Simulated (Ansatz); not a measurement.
HPbNO4:

```
H Pb N O
1.0
     4.12040   -0.00081   -0.01120
     0.00404    6.42722    0.05360
     0.02791    3.20707    7.74994
H Pb N O
2 2 2 8
Direct
  0.90366 0.21821 0.48851
  0.40337 0.78177 0.51142
  0.39455 0.30863 0.70725
  0.89489 0.69135 0.29266
  0.63409 0.19990 0.20730
  0.13386 0.80012 0.79275
  0.90829 0.32866 0.54369
  0.53792 0.39076 0.19497
  0.53483 0.11279 0.10602
  0.83718 0.08887 0.32672
  0.40817 0.67132 0.45624
  0.03774 0.60924 0.80520
  0.03429 0.88737 0.89397
  0.33716 0.91101 0.67330
```

The cell was built by a generator and needn't be a form met in nature.

Base run:

- Program: Ansatz 0.2.0
- Functional: PBE
- Potentials or basis: Ansatz PAW
- Cutoff: 420 eV
- Density cutoff: 1680 eV
- k mesh: 5 × 4 × 3
- Occupations: fermi-dirac, width 0.05 eV
- Spin: no spin polarisation

Its results: band gap on the k mesh 3.31 eV, indirect (least direct gap 3.39 eV).

**Question.** After a change of settings the same cell gave: band gap on the k mesh 3.21 eV, indirect (least direct gap 3.26 eV). Which change was it?
A. spin from no spin polarisation to spin-orbit coupling, no magnetisation; potential files from those of the base run to others of the same set
B. functional from PBE to r2SCAN; cutoff from 420 eV to 500 eV; density cutoff from 1680 eV to 2000 eV; k mesh from 5 × 4 × 3 to 7 × 5 × 4
C. functional from PBE to HSE06; k mesh from 5 × 4 × 3 to 3 × 2 × 2

**Answer.** A.

Spin-orbit coupling splits the band edges, which narrows the gap.

Caveats: odd divisions of the mesh miss points on the zone boundary, where band edges often lie, so the gap on the mesh can be too wide (some runs); spin-orbit coupling is left out, which as a rule narrows the gap of such compounds by several tenths of an eV (some runs).

Not every run made on this cell is shown here.
